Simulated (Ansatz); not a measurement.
**BCl₂F + NH₃: a complex and its separated parts**

Aim: how far the complex at one end of a reaction step lies below its separated, relaxed parts, level by level.

Method: PBE0-D4/def2-TZVP structures, single points in def2-TZVPP, no counterpoise correction; program: Ansatz 0.2.0, Gaussian basis.

Levels: SPW92, PBE-D4, BLYP-D4, r2SCAN-D4, B97M-V, PBE0-D4, B3LYP-D4, r2SCAN0-D4, BHLYP-D4, CAM-B3LYP-D4, wB97X-V, wB97M-V, B2PLYP, PBE-QIDH, RPA on PBE, Hartree-Fock, MP2, CCSD, CCSD(T).

Correlated methods freeze the cores. B3LYP uses VWN-RPA correlation. B2PLYP carries no dispersion term here.

21 further runs of the same task are left out: 21 set aside as unsound or not needed.

**1. Starting geometry**

The complex: 8 atoms, charge 0, spin multiplicity 1.

Atoms are counted from 1 here; the program's logs count them from 0.

Bond lengths: B1–N2 1.629 Å, B1–Cl3 1.836 Å, B1–Cl4 1.836 Å, B1–F6 1.360 Å, N2–H5 1.017 Å, N2–H7 1.017 Å, N2–H8 1.016 Å. Angles: N2–B1–Cl3 104.8°, N2–B1–Cl4 104.8°, N2–B1–F6 105.4°, Cl3–B1–Cl4 113.7°, Cl3–B1–F6 113.4°, Cl4–B1–F6 113.4°, B1–N2–H5 109.8°, B1–N2–H7 109.9°, B1–N2–H8 109.8°, H5–N2–H7 109.5°, H5–N2–H8 108.9°, H7–N2–H8 108.9°.

As a file:

```xyz
8

B    -0.75019    0.22702   -0.01071
N     0.79515   -0.27015    0.12999
Cl   -1.48991   -0.88851   -1.26733
Cl   -0.63312    1.97684   -0.55385
H     0.81939   -1.24218    0.42956
F    -1.29059    0.08005    1.22842
H     1.28333    0.30739    0.81065
H     1.26583   -0.19056   -0.76673
```

Its parts: BCl₂F holds atoms 1, 3, 4, 6; NH₃ holds atoms 2, 5, 7, 8. Each part counts its atoms afresh in its own runs.

**2. Relaxing BCl₂F alone**

relax-a/in.yaml reads:

```yaml
crystal:
  periodic: [false, false, false]
  atoms:
    - {symbol: B, position_ang: [-0.750194, 0.227016, -0.010706]}
    - {symbol: Cl, position_ang: [-1.489909, -0.888507, -1.267331]}
    - {symbol: Cl, position_ang: [-0.633116, 1.976837, -0.553854]}
    - {symbol: F, position_ang: [-1.290588, 0.080049, 1.228417]}
basis:
  gaussian: {orbitals: def2-TZVP}
hamiltonian: {xc: pbe0, dispersion: d4}
relax: {f_tol: 0.005, max_steps: 200}
```

No record of the launch command was kept for these runs.

Log (excerpt; [...] marks lines left out):

```text
Functional definition: PBE0
  name "PBE0"
  cite "Adamo & Barone, J. Chem. Phys. 110, 6158 (1999) doi:10.1063/1.478522"
  cite "Perdew, Burke & Ernzerhof, Phys. Rev. Lett. 77, 3865 (1996) doi:10.1103/PhysRevLett.77.3865"
  parent pbe
[...]
861 factors; their error is unknown
[...]
mean field -28431.77555280 eV, -1044.8484798156 hartree, gradient 4.2e-5 eV, S^2 0.000000; 0 other end points of the search recorded, 0 dependent functions left out
[...]
reference -28431.77557746 eV, -1044.8484807221 hartree; 24, 24 occupied and 112, 112 virtual orbitals, 861 factors
relax step   1: F+E_penalty+E_count = -28431.85573481 eV  Δ(F+E_penalty+E_count) = +0.000e0 eV  max|allowed force component| = 4.617e0 eV/Å  Δτ_max = 0.0000 Å  (25 SCF iters, accepted)
[...]
relax step   6: F+E_penalty+E_count = -28432.88192142 eV  Δ(F+E_penalty+E_count) = -1.116e-3 eV  max|allowed force component| = 3.079e-2 eV/Å  Δτ_max = 0.0083 Å  (27 SCF iters, accepted)
[...]
relax step   7: F+E_penalty+E_count = -28432.88197121 eV  Δ(F+E_penalty+E_count) = -4.979e-5 eV  max|allowed force component| = 6.398e-4 eV/Å  Δτ_max = 0.0017 Å  (23 SCF iters, accepted)
861 factors; their error is unknown
[...]
mean field -28432.80153293 eV, -1044.8861838900 hartree, gradient 7.4e-6 eV, S^2 0.000000; 1 other end points of the search recorded, 0 dependent functions left out
[...]
reference -28432.80155723 eV, -1044.8861847832 hartree; 24, 24 occupied and 112, 112 virtual orbitals, 861 factors
Total energy: -28432.88199551 eV, -1044.8891408355 hartree
Atom 0 at    -1.049605     0.327852    -0.056158 Å, force     0.000087     0.000204    -0.000640 eV/Å
Atom 1 at    -1.396816    -0.902574    -1.234630 Å, force    -0.000096    -0.000295     0.000111 eV/Å
Atom 2 at    -0.551400     1.924717    -0.530631 Å, force     0.000040     0.000161     0.000249 eV/Å
Atom 3 at    -1.165986     0.045401     1.217945 Å, force    -0.000032    -0.000070     0.000279 eV/Å
Dipole moment:     0.005488     0.013319    -0.060098 e Å
```

Run time: 8.5 s. Hardware: 4 threads, shared host; peak memory 0.25 GiB.

Along the way: (the energy doesn't fall at every step)

```tsv
step	energy from step 1 (eV)	largest force component (eV/Å)
1	0.0000	4.6170
2	-0.7462	1.9820
3	-0.9469	1.6990
4	-0.7919	1.8660
5	-1.0251	0.0970
6	-1.0262	0.0308
7	-1.0262	0.0006
```

Distances of close pairs at the start and the end, largest changes first:

```tsv
bond	before (Å)	after (Å)	change (Å)
B1–Cl2	1.836	1.739	-0.097
B1–Cl3	1.836	1.739	-0.097
B1–F4	1.360	1.310	-0.050
```

**3. Relaxing NH₃ alone**

relax-b/in.yaml reads:

```yaml
crystal:
  periodic: [false, false, false]
  atoms:
    - {symbol: N, position_ang: [0.795152, -0.270147, 0.129993]}
    - {symbol: H, position_ang: [0.819390, -1.242176, 0.429562]}
    - {symbol: H, position_ang: [1.283331, 0.307390, 0.810651]}
    - {symbol: H, position_ang: [1.265833, -0.190563, -0.766732]}
basis:
  gaussian: {orbitals: def2-TZVP}
hamiltonian: {xc: pbe0, dispersion: d4}
relax: {f_tol: 0.005, max_steps: 200}
```

Log (excerpt; [...] marks lines left out):

```text
[... 5 set-up lines as earlier in the session ...]
[...]
287 factors; their error is unknown
[...]
mean field -1537.79055060 eV, -56.5127603827 hartree, gradient 6.2e-6 eV, S^2 0.000000; 0 other end points of the search recorded, 0 dependent functions left out
[...]
reference -1537.79056706 eV, -56.5127609877 hartree; 5, 5 occupied and 44, 44 virtual orbitals, 287 factors
relax step   1: F+E_penalty+E_count = -1537.79965817 eV  Δ(F+E_penalty+E_count) = +0.000e0 eV  max|allowed force component| = 3.284e-1 eV/Å  Δτ_max = 0.0000 Å  (22 SCF iters, accepted)
[...]
relax step   3: F+E_penalty+E_count = -1537.80766259 eV  Δ(F+E_penalty+E_count) = -6.935e-4 eV  max|allowed force component| = 1.493e-1 eV/Å  Δτ_max = 0.0110 Å  (25 SCF iters, accepted)
[...]
relax step   4: F+E_penalty+E_count = -1537.80842547 eV  Δ(F+E_penalty+E_count) = -7.629e-4 eV  max|allowed force component| = 4.155e-3 eV/Å  Δτ_max = 0.0041 Å  (26 SCF iters, accepted)
287 factors; their error is unknown
mean field -1537.79930988 eV, -56.5130822803 hartree, gradient 8.6e-6 eV, S^2 0.000000; 1 other end points of the search recorded, 0 dependent functions left out
[...]
reference -1537.79932616 eV, -56.5130828786 hartree; 5, 5 occupied and 44, 44 virtual orbitals, 287 factors
Total energy: -1537.80844175 eV, -56.5134178704 hartree
Atom 0 at     0.773931    -0.263012     0.126784 Å, force    -0.000987    -0.000095     0.001629 eV/Å
Atom 1 at     0.832192    -1.228022     0.428098 Å, force     0.001537     0.004155    -0.001931 eV/Å
Atom 2 at     1.286960     0.290891     0.801635 Å, force    -0.000624    -0.003051    -0.003709 eV/Å
Atom 3 at     1.270624    -0.195353    -0.753043 Å, force     0.000074    -0.001009     0.004012 eV/Å
Dipole moment:     0.334146    -0.107451     0.030118 e Å
```

Wall time 0.7 s (4 threads, shared host).

The steps of the relaxation:

```tsv
step	energy from step 1 (eV)	largest force component (eV/Å)
1	0.0000	0.3284
2	-0.0073	0.1206
3	-0.0080	0.1493
4	-0.0088	0.0042
```

Close pairs (by a distance rule), those that changed most:

```tsv
bond	before (Å)	after (Å)	change (Å)
N1–H2	1.017	1.013	-0.005
N1–H3	1.017	1.013	-0.005
N1–H4	1.016	1.013	-0.003
```

**4. wB97M-V/def2-TZVPP**

parta/in.yaml reads:

```yaml
crystal:
  periodic: [false, false, false]
  atoms:
    - {symbol: B, position_ang: [-1.049605, 0.327852, -0.056158]}
    - {symbol: Cl, position_ang: [-1.396816, -0.902574, -1.234630]}
    - {symbol: Cl, position_ang: [-0.551400, 1.924717, -0.530631]}
    - {symbol: F, position_ang: [-1.165986, 0.045401, 1.217945]}
basis:
  gaussian: {orbitals: def2-TZVPP}
hamiltonian: {xc: {name: wB97M-V}}
```

partb/in.yaml reads:

```yaml
crystal:
  periodic: [false, false, false]
  atoms:
    - {symbol: N, position_ang: [0.773931, -0.263012, 0.126784]}
    - {symbol: H, position_ang: [0.832192, -1.228022, 0.428098]}
    - {symbol: H, position_ang: [1.286960, 0.290891, 0.801635]}
    - {symbol: H, position_ang: [1.270624, -0.195353, -0.753043]}
basis:
  gaussian: {orbitals: def2-TZVPP}
hamiltonian: {xc: {name: wB97M-V}}
```

parta printed (excerpt; [...] marks lines left out):

```text
Functional definition: wB97M-V
  name "wB97M-V"
  cite "Mardirossian & Head-Gordon, J. Chem. Phys. 144, 214110 (2016) doi:10.1063/1.4952647"
  cite "Becke, J. Chem. Phys. 107, 8554 (1997) doi:10.1063/1.475007"
  cite "Vydrov & Van Voorhis, J. Chem. Phys. 133, 244103 (2010) doi:10.1063/1.3521275"
  # Of w^i u^j: cxij and so on, Table III.
[...]
  gx(w, u) = 1 - cx + cx01*u + cx10*w
  gss(w, u) = css00 + css04*u^4 + css10*w + css20*w^2 + css43*w^4*u^3
  gos(w, u) = cos00 + cos10*w + (cos20 + cos21*u)*w^2 + (cos60 + cos61*u)*w^6
[...]
      + integral(e_c_pw_mod_opposite_spin*gos(b97_w_opposite, b97_u_opposite)) + vv10(b, c)
945 factors; their error is unknown
153 factors; integrals over basis functions are off by at most 3.7e-5 eV
[...]
mean field -28442.54615365 eV, -1045.2442920964 hartree, gradient 2.1e-5 eV, S^2 0.000000; 0 other end points of the search recorded, 0 dependent functions left out
reference -28442.54619124 eV, -1045.2442934776 hartree; 24, 24 occupied and 122, 122 virtual orbitals, 945 factors
Total energy: -28442.54619124 eV, -1045.2442934776 hartree
```

partb printed (excerpt; [...] marks lines left out):

```text
[... 5 set-up lines as earlier in the session ...]
  # Of w^i u^j: cxij and so on, Table III.
[...]
  gx(w, u) = 1 - cx + cx01*u + cx10*w
  gss(w, u) = css00 + css04*u^4 + css10*w + css20*w^2 + css43*w^4*u^3
  gos(w, u) = cos00 + cos10*w + (cos20 + cos21*u)*w^2 + (cos60 + cos61*u)*w^6
[...]
      + integral(e_c_pw_mod_opposite_spin*gos(b97_w_opposite, b97_u_opposite)) + vv10(b, c)
332 factors; their error is unknown
93 factors; integrals over basis functions are off by at most 7.9e-6 eV
[...]
mean field -1538.84208302 eV, -56.5514034862 hartree, gradient 5.5e-5 eV, S^2 0.000000; 0 other end points of the search recorded, 0 dependent functions left out
reference -1538.84210989 eV, -56.5514044738 hartree; 5, 5 occupied and 68, 68 virtual orbitals, 332 factors
Total energy: -1538.84210989 eV, -56.5514044738 hartree
```

Times: 2.8 s (parta), 0.5 s (partb) on 4 threads, shared host; peak memory 0.36 GiB.

**5. CCSD(T)/def2-TZVPP**

The same edit goes into each in.yaml of step 4 (parta, partb):

```diff
-hamiltonian: {xc: {name: wB97M-V}}
+correlation: {method: ccsd_t}
```

Output in parta (excerpt; [...] marks lines left out):

```text
Functional definition: HF
  name "HF"
  cite "Fock, Z. Phys. 61, 126 (1930) doi:10.1007/BF01340294"
[... 1 set-up line as earlier in the session ...]
[...]
909 factors; integrals over basis functions are off by at most 1.7e-3 eV
[...]
mean field -28390.96623973 eV, -1043.3487652220 hartree, gradient 1.2e-6 eV, S^2 0.000000; 0 other end points of the search recorded, 0 dependent functions left out
12 core orbitals not correlated: weight in the atoms' cores, before any rotation towards them, 1.000 or more for the frozen orbitals, at most 0.000 for the correlated occupied ones
reference -28390.96623973 eV, -1043.3487652220 hartree; 12, 12 occupied and 122, 122 virtual orbitals, 909 factors
second order -19.51808955 eV of doubles, -0.00000000 eV of singles
cycle   1  -19.89671734 eV  change   -3.8e-1 eV  update   8.8e-2
[...]
cycle   8  -20.36499352 eV  change    6.7e-6 eV  update   2.4e-5
perturbative correction -0.80343397 eV, -0.0295256538 hartree
Total energy: -28412.13466722 eV, -1044.1266905837 hartree
```

Log of partb (excerpt; [...] marks lines left out):

```text
[... 4 set-up lines as earlier in the session ...]
[...]
416 factors; integrals over basis functions are off by at most 9.6e-4 eV
[...]
mean field -1529.85243017 eV, -56.2210398375 hartree, gradient 4.0e-6 eV, S^2 0.000000; 0 other end points of the search recorded, 0 dependent functions left out
1 core orbitals not correlated: weight in the atoms' cores, before any rotation towards them, 1.000 or more for the frozen orbitals, at most 0.000 for the correlated occupied ones
reference -1529.85243017 eV, -56.2210398375 hartree; 4, 4 occupied and 68, 68 virtual orbitals, 416 factors
second order -6.38828067 eV of doubles, -0.00000000 eV of singles
cycle   1  -6.57732447 eV  change   -1.9e-1 eV  update   3.9e-2
[...]
cycle   9  -6.72922554 eV  change    3.3e-6 eV  update   2.3e-6
perturbative correction -0.20701874 eV, -0.0076077984 hartree
Total energy: -1536.78867445 eV, -56.4759421133 hartree
```

They took 2.7 s (parta), 0.3 s (partb) on 4 threads, shared host; peak memory 0.58 GiB.

**6. Vibrations of BCl₂F**

vib-parta/in.yaml reads:

```yaml
crystal:
  periodic: [false, false, false]
  atoms:
    - {symbol: B, position_ang: [-1.049605, 0.327852, -0.056158]}
    - {symbol: Cl, position_ang: [-1.396816, -0.902574, -1.234630]}
    - {symbol: Cl, position_ang: [-0.551400, 1.924717, -0.530631]}
    - {symbol: F, position_ang: [-1.165986, 0.045401, 1.217945]}
basis:
  gaussian: {orbitals: def2-TZVP}
hamiltonian: {xc: pbe0, dispersion: d4}
phonons: {temperatures: {t_min: 298.15, t_max: 900, t_step: 200}}
```

Log (excerpt; [...] marks lines left out):

```text
[... 5 set-up lines as earlier in the session ...]
[...]
861 factors; their error is unknown
[...]
mean field -28432.80153294 eV, -1044.8861838905 hartree, gradient 4.4e-5 eV, S^2 0.000000; 0 other end points of the search recorded, 0 dependent functions left out
[...]
reference -28432.80155724 eV, -1044.8861847836 hartree; 24, 24 occupied and 112, 112 virtual orbitals, 861 factors
[...]
861 factors; their error is unknown
[...]
mean field -28432.80143356 eV, -1044.8861802384 hartree, gradient 1.8e-6 eV, S^2 0.000000; 0 other end points of the search recorded, 0 dependent functions left out
[...]
reference -28432.80149642 eV, -1044.8861825486 hartree; 24, 24 occupied and 112, 112 virtual orbitals, 861 factors
[...]
861 factors; their error is unknown
[...]
mean field -28432.80148300 eV, -1044.8861820553 hartree, gradient 1.8e-6 eV, S^2 0.000000; 0 other end points of the search recorded, 0 dependent functions left out
[...]
reference -28432.80150730 eV, -1044.8861829483 hartree; 24, 24 occupied and 112, 112 virtual orbitals, 861 factors
Total energy: -28432.88199553 eV, -1044.8891408360 hartree
Atom 0 at    -1.049605     0.327852    -0.056158 Å, force     0.000063     0.000152    -0.000688 eV/Å
Atom 1 at    -1.396816    -0.902574    -1.234630 Å, force    -0.000086    -0.000271     0.000132 eV/Å
Atom 2 at    -0.551400     1.924717    -0.530631 Å, force     0.000051     0.000187     0.000246 eV/Å
Atom 3 at    -1.165986     0.045401     1.217945 Å, force    -0.000028    -0.000069     0.000310 eV/Å
Dipole moment:     0.005489     0.013322    -0.060095 e Å
Vibrations: 265.49 364.52 526.37 565.26 1008.91 1347.23 cm⁻¹, zero-point energy 0.252791 eV
```

Run time: 7 s. Hardware: 4 threads, shared host; peak memory 0.24 GiB.

Wavenumbers and character of the modes:

```tsv
mode	wavenumber (cm⁻¹)	character
1	265	bend
2	365	bend
3	526	out-of-plane bend
4	565	B–Cl stretch
5	1009	B–Cl stretch
6	1347	B–F stretch
```

Vibrational sums (real modes only):

```tsv
T (K)	entropy (J/mol/K)	heat capacity (J/mol/K)
298	16.5	25.4
498	32.4	36.0
698	45.5	41.4
898	56.3	44.3
```

**7. Vibrations of NH₃**

vib-partb/in.yaml reads:

```yaml
crystal:
  periodic: [false, false, false]
  atoms:
    - {symbol: N, position_ang: [0.773931, -0.263012, 0.126784]}
    - {symbol: H, position_ang: [0.832192, -1.228022, 0.428098]}
    - {symbol: H, position_ang: [1.286960, 0.290891, 0.801635]}
    - {symbol: H, position_ang: [1.270624, -0.195353, -0.753043]}
basis:
  gaussian: {orbitals: def2-TZVP}
hamiltonian: {xc: pbe0, dispersion: d4}
phonons: {temperatures: {t_min: 298.15, t_max: 900, t_step: 200}}
```

Log (excerpt; [...] marks lines left out):

```text
[... 5 set-up lines as earlier in the session ...]
[...]
287 factors; their error is unknown
[...]
mean field -1537.79930987 eV, -56.5130822800 hartree, gradient 1.3e-5 eV, S^2 0.000000; 0 other end points of the search recorded, 0 dependent functions left out
[...]
reference -1537.79932615 eV, -56.5130828783 hartree; 5, 5 occupied and 44, 44 virtual orbitals, 287 factors
[...]
287 factors; their error is unknown
[...]
mean field -1537.79925007 eV, -56.5130800821 hartree, gradient 1.4e-6 eV, S^2 0.000000; 0 other end points of the search recorded, 0 dependent functions left out
[...]
reference -1537.79926636 eV, -56.5130806809 hartree; 5, 5 occupied and 44, 44 virtual orbitals, 287 factors
[...]
reference -1537.79924917 eV, -56.5130800491 hartree; 5, 5 occupied and 44, 44 virtual orbitals, 287 factors
[...]
287 factors; their error is unknown
mean field -1537.79925257 eV, -56.5130801741 hartree, gradient 1.4e-6 eV, S^2 0.000000; 0 other end points of the search recorded, 0 dependent functions left out
[...]
reference -1537.79926885 eV, -56.5130807723 hartree; 5, 5 occupied and 44, 44 virtual orbitals, 287 factors
Total energy: -1537.80844174 eV, -56.5134178701 hartree
Atom 0 at     0.773931    -0.263012     0.126784 Å, force    -0.000991    -0.000110     0.001653 eV/Å
Atom 1 at     0.832192    -1.228022     0.428098 Å, force     0.001536     0.004171    -0.001940 eV/Å
Atom 2 at     1.286960     0.290891     0.801635 Å, force    -0.000626    -0.003052    -0.003716 eV/Å
Atom 3 at     1.270624    -0.195353    -0.753043 Å, force     0.000081    -0.001009     0.004004 eV/Å
Dipole moment:     0.334146    -0.107451     0.030118 e Å
Vibrations: 1029.97 1669.52 1669.64 3501.55 3630.74 3630.96 cm⁻¹, zero-point energy 0.938088 eV
```

Run time: 1.4 s. Hardware: 4 threads, shared host.

The modes, with what each moves most:

```tsv
mode	wavenumber (cm⁻¹)	character
1	1030	bend
2	1670	bend
3	1670	bend
4	3502	N–H stretch
5	3631	N–H stretch
6	3631	N–H stretch
```

Vibrational sums (real modes only):

```tsv
T (K)	entropy (J/mol/K)	heat capacity (J/mol/K)
298	0.4	1.8
498	2.6	7.4
698	6.0	13.4
898	10.1	18.8
```

**8. Complex less separated parts**

The complex's own energies come from single points at the same levels. Levels not printed above were run the same way.

Rows are in def2-TZVPP; times add the 3 runs of a level on a shared host, so small differences are noise.

Differences are taken before rounding.

```tsv
method	rung	complex less parts (eV)	from CCSD(T) (eV)	time
SPW92	LDA	-1.458	-0.382	1.6 s
PBE-D4	GGA	-1.077	-0.002	2.5 s
BLYP-D4	GGA	-0.920	+0.155	2.5 s
r2SCAN-D4	meta-GGA	-1.118	-0.042	5.7 s
B97M-V	meta-GGA	-1.007	+0.068	9.6 s
PBE0-D4	hybrid	-1.165	-0.090	3.5 s
B3LYP-D4	hybrid	-1.011	+0.064	3.2 s
r2SCAN0-D4	hybrid	-1.184	-0.108	6.3 s
BHLYP-D4	hybrid	-1.102	-0.027	3.4 s
CAM-B3LYP-D4	range-separated hybrid	-1.096	-0.021	3.7 s
wB97X-V	range-separated hybrid	-1.133	-0.058	8.6 s
wB97M-V	range-separated hybrid	-1.118	-0.042	10 s
B2PLYP	double hybrid	-0.974	+0.102	6.1 s
PBE-QIDH	double hybrid	-1.183	-0.107	6 s
RPA on PBE	RPA	-0.984	+0.091	5.4 s
Hartree-Fock	wavefunction	-0.826	+0.250	
MP2	wavefunction	-1.131	-0.056	
CCSD	wavefunction	-1.050	+0.025	
CCSD(T)	wavefunction	-1.075	0	95 s
```

Among the levels timed on like hardware and quicker than the yardstick, those that no quicker one beats, quickest first: SPW92 (1.6 s, -0.382 eV); PBE-D4 (2.5 s, -0.002 eV).

PBE-D4 reaches 0.002 eV from the reference in 2.5 s, where CCSD(T) took 95 s; the quickest level in the cost chart, SPW92, takes 1.6 s and misses by 0.382 eV.

The complex's zero-point energy, from a separate PBE0-D4 run, is 1.361 eV.

**9. Outcome**

| quantity | value |
| --- | --- |
| complex less parts, CCSD(T)/def2-TZVPP | -1.075 eV |
| with zero-point energy | -0.906 eV |
| largest T1 diagnostic | 0.012 |

**Reading.** At CCSD(T) the complex lies 1.075 eV below its parts. PBE-D4 is the best functional here (-0.002 eV from CCSD(T)); SPW92 is the worst (-0.382 eV). By rung, the mean size of the error is: LDA 0.382, GGA 0.079, meta-GGA 0.055, hybrid 0.072, range-separated hybrid 0.040, double hybrid 0.105 eV. PBE-D4 gives a relative energy 0.002 eV too low, inside chemical accuracy (1 kcal/mol, 0.043 eV). No counterpoise was applied, and triple zeta lacks some correlation, so the CCSD(T) reference has a basis error of its own, and close matches with it are partly luck.
